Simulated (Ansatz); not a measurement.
# BN: the cost of one run

Computed with Ansatz 0.2.0 (DFT r2SCAN, scalar-relativistic, plane waves, PAW, unless a step's input says otherwise).

The COD entry's cell or inner coordinates are ideal or old and differ from later refinements, so a difference from it is no clean test against experiment.

2 further runs of the same task are left out: 1 that didn't finish, 1 set aside as unsound or not needed.

## 1. The system as given

The structure is hexagonal, space group P6_3/mmc (No. 194). Conventional cell: a = 2.501 Å, b = 2.501 Å, c = 6.872 Å, α = 90.00°, β = 90.00°, γ = 120.00°. Around B (site symmetry -6m2) lie 3 N at 1.44 Å. N (site symmetry -6m2) has 3 B at 1.44 Å as nearest neighbours.

As a file:

```xyz
4
Lattice="2.5009 0.0000 0.0000 -1.2505 2.1659 0.0000 0.0000 0.0000 6.8721" Properties=species:S:1:pos:R:3 pbc="T T T"
B     0.0000    1.4439    1.7180
B     1.2505    0.7220    5.1541
N     0.0000    1.4439    5.1541
N     1.2505    0.7220    1.7180
```

This cell was relaxed beforehand with the same method: volume 9.31 Å³/atom, gap on the mesh 4.89 eV.

## 2. Static run: bands, density of states and charges

Contents of input.yaml:

```yaml
crystal:
  lattice:
    - [2.5009391346, 0.0, 0.0]
    - [-1.2504695673, 2.1658768239, 0.0]
    - [0.0, 0.0, 6.8721413324]
  atoms:
    - { symbol: B, position: [0.3333333333, 0.6666666667, 0.25] }
    - { symbol: B, position: [0.6666666667, 0.3333333333, 0.75] }
    - { symbol: "N", position: [0.3333333333, 0.6666666667, 0.75] }
    - { symbol: "N", position: [0.6666666667, 0.3333333333, 0.25] }
basis:
  ecutwfc: 500
kpoints:
  mp_grid: { grid: [12, 12, 4] }
  band_path:
    path:
      - [[0.0, 0.0, 0.0], [0.5, 0.0, 0.0], [0.33333333, 0.33333333, 0.0], [0.0, 0.0, 0.0], [0.0, 0.0, 0.5], [0.5, 0.0, 0.5], [0.33333333, 0.33333333, 0.5], [0.0, 0.0, 0.5]]
      - [[0.5, 0.0, 0.5], [0.5, 0.0, 0.0]]
      - [[0.33333333, 0.33333333, 0.5], [0.33333333, 0.33333333, 0.0]]
    npoints: 14
hamiltonian:
  xc: r2scan
scf:
  occupations: { method: gaussian, width: 0.02 }
  n_extra_bands: 10
output:
  forces: true
  stress: true
  eigenvalues: true
  populations: true
  dos: { projected: true, de: 0.02, nscf_kmesh: { grid: [18, 18, 6] } }
  bader: true
  write_density: true
  write_potential: true
  elf: true
  volumetric_format: npy
```

Run with:

```console
$ ansatz run input.yaml --threads 1 --pin off --max-ram 2560MiB --backend cpu --events-out ev --progress --plain --runs-dir out
```

**Question.** How long does this run take on 1 thread of Arm Neoverse V1, shared host, and how much memory does it need?

About 51 s, with a peak of 0.41 GiB.
